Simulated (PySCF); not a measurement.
# C₂H₈ClGeN: NMR shifts at several levels of theory, part 2 of 2

PySCF 2.14.0. Atoms count from 0. Earlier steps stand in the parts before.

## 9. Nuclear shieldings: KT3/pcSseg-1

What the job is given:

```
{"job": {"kind": "nmr", "xc": "KT3", "basis": "pcSseg-1", "pop": false}, "charge": 0, "multiplicity": 1}
C      1.745562    -0.392191     0.245695
C      0.778568     0.746591    -0.053298
Ge    -1.064249     0.313365     0.383105
N     -1.626477    -1.060951    -0.671500
Cl    -2.223399     2.139214     0.033792
H      2.775158    -0.130819    -0.044733
H      1.466338    -1.309148    -0.295458
H      1.760655    -0.638658     1.319180
H      0.795016     1.022445    -1.120886
H      1.038074     1.661808     0.502230
H     -1.327621    -0.082803     1.843701
H     -1.541923    -0.889912    -1.670652
H     -2.568456    -1.392723    -0.480760
```

Method: GIAO KT3/pcSseg-1 NMR shielding, non-relativistic, gas phase.

Output:

```text
coarse grid: 48992 points
cycle   1  E = -2685.8425406462  dE = -4.476e-01  |g| = 8.810e-01  |ddm| = 3.223e+00
cycle   2  E = -2685.5788242536  dE =  2.637e-01  |g| = 1.377e+00  |ddm| = 1.897e+00
cycle   3  E = -2685.9689886074  dE = -3.902e-01  |g| = 2.064e-01  |ddm| = 1.379e+00
cycle   4  E = -2685.9780552076  dE = -9.067e-03  |g| = 9.404e-02  |ddm| = 2.973e-01
cycle   5  E = -2685.9800470806  dE = -1.992e-03  |g| = 2.244e-02  |ddm| = 1.034e-01
cycle   6  E = -2685.9801683398  dE = -1.213e-04  |g| = 4.253e-03  |ddm| = 2.757e-02
cycle   7  E = -2685.9801718045  dE = -3.465e-06  |g| = 1.434e-03  |ddm| = 5.605e-03
final grid: 101168 points
cycle   8  E = -2685.9801432877  dE =  6.945e-07  |g| = 2.172e-03  |ddm| = 4.258e-03
cycle   9  E = -2685.9801410167  dE =  2.271e-06  |g| = 3.573e-03  |ddm| = 6.390e-03
cycle  10  E = -2685.9801446239  dE = -3.607e-06  |g| = 2.991e-04  |ddm| = 4.020e-03
cycle  11  E = -2685.9801446390  dE = -1.512e-08  |g| = 3.395e-05  |ddm| = 2.549e-04
cycle  12  E = -2685.9801446393  dE = -2.578e-10  |g| = 7.598e-06  |ddm| = 3.219e-05
converged SCF energy = -2685.9801446393

GIAO shielding tensors (ppm)
atom      isotropic    diamagn.    paramagn.     s11        s22        s33       span
  0 C      170.630     246.384     -75.753    162.668    164.869    184.355     21.687
  1 C      163.217     251.439     -88.221    147.656    160.085    181.910     34.253
  2 Ge    1270.299    2761.320   -1491.021   1156.328   1303.128   1351.441    195.113
  3 N      226.746     317.274     -90.528    212.326    221.994    245.918     33.592
  4 Cl     885.462    1150.642    -265.179    759.029    878.944   1018.414    259.386
  5 H       29.979      27.837       2.141     25.087     27.116     37.733     12.646
  6 H       30.075      30.401      -0.326     24.715     29.839     35.672     10.957
  7 H       30.294      29.695       0.599     25.723     28.588     36.571     10.847
  8 H       30.142      31.370      -1.229     25.535     29.953     34.937      9.402
  9 H       30.146      30.309      -0.163     24.699     30.075     35.663     10.964
 10 H       26.037      28.795      -2.758     19.550     21.579     36.982     17.432
 11 H       30.943      31.669      -0.726     24.418     27.374     41.037     16.619
 12 H       30.539      29.577       0.962     23.517     26.366     41.734     18.216
```

Wall time 33 s (1 thread of Arm Neoverse N1, shared host); peak memory 0.75 GiB.

Key values: δ C1 19.1, C0 11.7, Ge2 50, N3 35.3, H10 5.28, H5 1.20 ppm (means over like atoms).

## 10. NMR shieldings: B97-D/pcSseg-1

Same as in step 9 but for these lines:

```diff
@@ -1,2 +1,2 @@
-{"job": {"kind": "nmr", "xc": "KT3", "basis": "pcSseg-1", "pop": false}, "charge": 0, "multiplicity": 1}
+{"job": {"kind": "nmr", "xc": "B97-D", "basis": "pcSseg-1", "pop": false}, "charge": 0, "multiplicity": 1}
 C      1.745562    -0.392191     0.245695
```

Level: GIAO B97-D/pcSseg-1 NMR shielding, non-relativistic, gas phase.

Output:

```text
coarse grid: 48992 points
cycle   1  E = -2673.6206567787  dE = -4.487e-01  |g| = 1.042e+00  |ddm| = 3.239e+00
cycle   2  E = -2673.3029962405  dE =  3.177e-01  |g| = 1.596e+00  |ddm| = 1.960e+00
cycle   3  E = -2673.7574159079  dE = -4.544e-01  |g| = 2.542e-01  |ddm| = 1.490e+00
cycle   4  E = -2673.7706336623  dE = -1.322e-02  |g| = 1.184e-01  |ddm| = 3.317e-01
cycle   5  E = -2673.7734863013  dE = -2.853e-03  |g| = 2.473e-02  |ddm| = 1.208e-01
cycle   6  E = -2673.7736511423  dE = -1.648e-04  |g| = 5.301e-03  |ddm| = 3.333e-02
cycle   7  E = -2673.7736563768  dE = -5.235e-06  |g| = 1.991e-03  |ddm| = 6.655e-03
final grid: 101168 points
cycle   8  E = -2673.7736453412  dE =  1.780e-06  |g| = 3.273e-03  |ddm| = 5.719e-03
cycle   9  E = -2673.7736394356  dE =  5.906e-06  |g| = 5.708e-03  |ddm| = 9.495e-03
cycle  10  E = -2673.7736482617  dE = -8.826e-06  |g| = 3.471e-04  |ddm| = 6.066e-03
cycle  11  E = -2673.7736482849  dE = -2.311e-08  |g| = 5.513e-05  |ddm| = 3.093e-04
cycle  12  E = -2673.7736482855  dE = -5.930e-10  |g| = 1.088e-05  |ddm| = 4.609e-05
converged SCF energy = -2673.7736482855

GIAO shielding tensors (ppm)
atom      isotropic    diamagn.    paramagn.     s11        s22        s33       span
  0 C      167.695     246.029     -78.334    159.757    162.361    180.965     21.208
  1 C      158.408     251.012     -92.604    141.824    155.627    177.773     35.949
  2 Ge    1199.523    2759.242   -1559.719   1074.568   1234.169   1289.831    215.263
  3 N      222.494     317.028     -94.534    206.822    217.014    243.646     36.824
  4 Cl     866.488    1149.619    -283.131    731.066    857.371   1011.026    279.960
  5 H       30.059      27.859       2.201     25.214     27.214     37.749     12.534
  6 H       30.118      30.374      -0.256     24.798     29.902     35.654     10.856
  7 H       30.349      29.686       0.663     25.813     28.654     36.581     10.769
  8 H       30.169      31.337      -1.168     25.623     30.075     34.810      9.187
  9 H       30.170      30.236      -0.065     24.790     30.196     35.524     10.734
 10 H       25.861      28.735      -2.874     19.326     21.432     36.824     17.498
 11 H       30.936      31.569      -0.632     24.499     27.402     40.909     16.410
 12 H       30.524      29.415       1.109     23.587     26.395     41.590     18.003
```

It took 33 s on 1 thread of Arm Neoverse N1, shared host; peak memory 0.75 GiB.

This run: δ C1 20.8, C0 11.5, Ge2 59, N3 38.4, H10 5.55, H8 1.24 ppm.

## 11. NMR shieldings: B3LYP/pcSseg-1

Same as in step 10 but for these lines:

```diff
@@ -1,2 +1,2 @@
-{"job": {"kind": "nmr", "xc": "B97-D", "basis": "pcSseg-1", "pop": false}, "charge": 0, "multiplicity": 1}
+{"job": {"kind": "nmr", "xc": "B3LYP", "basis": "pcSseg-1", "pop": false}, "charge": 0, "multiplicity": 1}
 C      1.745562    -0.392191     0.245695
```

With the program's defaults for keys left out, this is: GIAO B3LYP/pcSseg-1 NMR shielding, non-relativistic, gas phase.

Output:

```text
coarse grid: 48992 points
cycle   1  E = -2672.7392612321  dE = -4.336e-01  |g| = 1.090e+00  |ddm| = 3.204e+00
cycle   2  E = -2672.6096783552  dE =  1.296e-01  |g| = 1.351e+00  |ddm| = 1.499e+00
cycle   3  E = -2672.8656324508  dE = -2.560e-01  |g| = 1.576e-01  |ddm| = 1.018e+00
cycle   4  E = -2672.8700989968  dE = -4.467e-03  |g| = 7.651e-02  |ddm| = 1.786e-01
cycle   5  E = -2672.8712224381  dE = -1.123e-03  |g| = 1.066e-02  |ddm| = 6.455e-02
cycle   6  E = -2672.8712513629  dE = -2.892e-05  |g| = 2.483e-03  |ddm| = 1.439e-02
cycle   7  E = -2672.8712526838  dE = -1.321e-06  |g| = 6.427e-04  |ddm| = 2.572e-03
final grid: 101168 points
cycle   8  E = -2672.8712061899  dE =  3.695e-08  |g| = 8.530e-04  |ddm| = 1.723e-03
cycle   9  E = -2672.8712060067  dE =  1.832e-07  |g| = 1.206e-03  |ddm| = 1.907e-03
cycle  10  E = -2672.8712063761  dE = -3.694e-07  |g| = 5.762e-05  |ddm| = 1.113e-03
cycle  11  E = -2672.8712063767  dE = -5.916e-10  |g| = 1.085e-05  |ddm| = 5.144e-05
converged SCF energy = -2672.8712063767

GIAO shielding tensors (ppm)
atom      isotropic    diamagn.    paramagn.     s11        s22        s33       span
  0 C      168.925     245.455     -76.530    161.436    163.629    181.709     20.273
  1 C      160.401     250.279     -89.878    144.468    157.590    179.144     34.676
  2 Ge    1227.985    2756.359   -1528.374   1110.448   1259.514   1313.994    203.546
  3 N      227.432     316.894     -89.462    212.271    222.588    247.437     35.166
  4 Cl     887.963    1148.809    -260.847    760.266    885.925   1017.697    257.431
  5 H       30.045      27.828       2.217     25.039     27.150     37.946     12.906
  6 H       30.116      30.160      -0.044     24.641     29.902     35.804     11.163
  7 H       30.359      29.551       0.808     25.670     28.633     36.774     11.104
  8 H       30.254      31.208      -0.954     25.583     30.047     35.131      9.548
  9 H       30.251      30.191       0.061     24.719     30.160     35.874     11.155
 10 H       26.004      28.620      -2.616     19.408     21.463     37.143     17.734
 11 H       30.998      31.446      -0.447     24.279     27.367     41.349     17.070
 12 H       30.580      29.362       1.219     23.389     26.300     42.052     18.663
```

Wall time 25 s (1 thread of Arm Neoverse N1, shared host); peak memory 0.87 GiB.

In short: δ C1 18.8, C0 10.3, Ge2 64, N3 36.1, H10 5.38, H5 1.21 ppm (means over like atoms).

## 12. Side by side: NMR shifts

Shifts (ppm) of some atoms, chosen among heavy atoms and hydrogens apart, with basis size and wall time:

| run | C1 | C0 | H10 | H8 | Ge2 | N3 | Cl4 | functions | time |
| --- | --- | --- | --- | --- | --- | --- | --- | --- | --- |
| HF/pcSseg-1 | 10.0 | 8.9 | 4.82 | 0.81 | 46 | 14.6 | -40 | 156 | 14 s |
| LDA/pcSseg-1 | 20.8 | 8.0 | 5.98 | 1.31 | 85 | 47.9 | 105 | 156 | 29 s |
| PBE/pcSseg-1 | 19.9 | 10.3 | 5.61 | 1.22 | 68 | 40.7 | 70 | 156 | 35 s |
| BLYP/pcSseg-1 | 21.9 | 11.1 | 5.55 | 1.22 | 63 | 43.1 | 69 | 156 | 35 s |
| BP86/pcSseg-1 | 20.3 | 10.6 | 5.66 | 1.24 | 69 | 40.3 | 71 | 156 | 33 s |
| OPBE/pcSseg-1 | 17.6 | 10.7 | 5.42 | 1.18 | 59 | 34.0 | 47 | 156 | 33 s |
| KT2/pcSseg-1 | 19.5 | 10.8 | 5.58 | 1.23 | 62 | 38.3 | 72 | 156 | 33 s |
| KT3/pcSseg-1 | 19.1 | 11.7 | 5.28 | 1.18 | 50 | 35.3 | 49 | 156 | 33 s |
| B97-D/pcSseg-1 | 20.8 | 11.5 | 5.55 | 1.24 | 59 | 38.4 | 59 | 156 | 33 s |
| B3LYP/pcSseg-1 | 18.8 | 10.3 | 5.38 | 1.13 | 64 | 36.1 | 42 | 156 | 25 s |

## 13. What came out

The summary covers parts 1 to 2.

```
                                                            quantity                             value
                                13C shifts against TMS (HF/pcSseg-1)                     10.0, 8.9 ppm
1H shifts against TMS (HF/pcSseg-1, means over atoms taken as alike)  4.82, 1.21, 0.82, 0.81, 0.51 ppm
                             73Ge shifts against GeMe4 (HF/pcSseg-1)                            46 ppm
                                15N shifts against NH3 (HF/pcSseg-1)                          14.6 ppm
                               35Cl shifts against HCl (HF/pcSseg-1)                           -40 ppm
                                           range of the shift of Cl4                    -40 to 105 ppm
```

In words: Single values in the summary come from the first sound run of each kind (HF/pcSseg-1), which need not be the best level. In ppm, Cl4 moves most: its shift spreads over 144 ppm, from -40 (HF/pcSseg-1) to 105 (LDA/pcSseg-1). Spin-orbit coupling is left out, which matters for shieldings and couplings at and beside the heavy atoms.
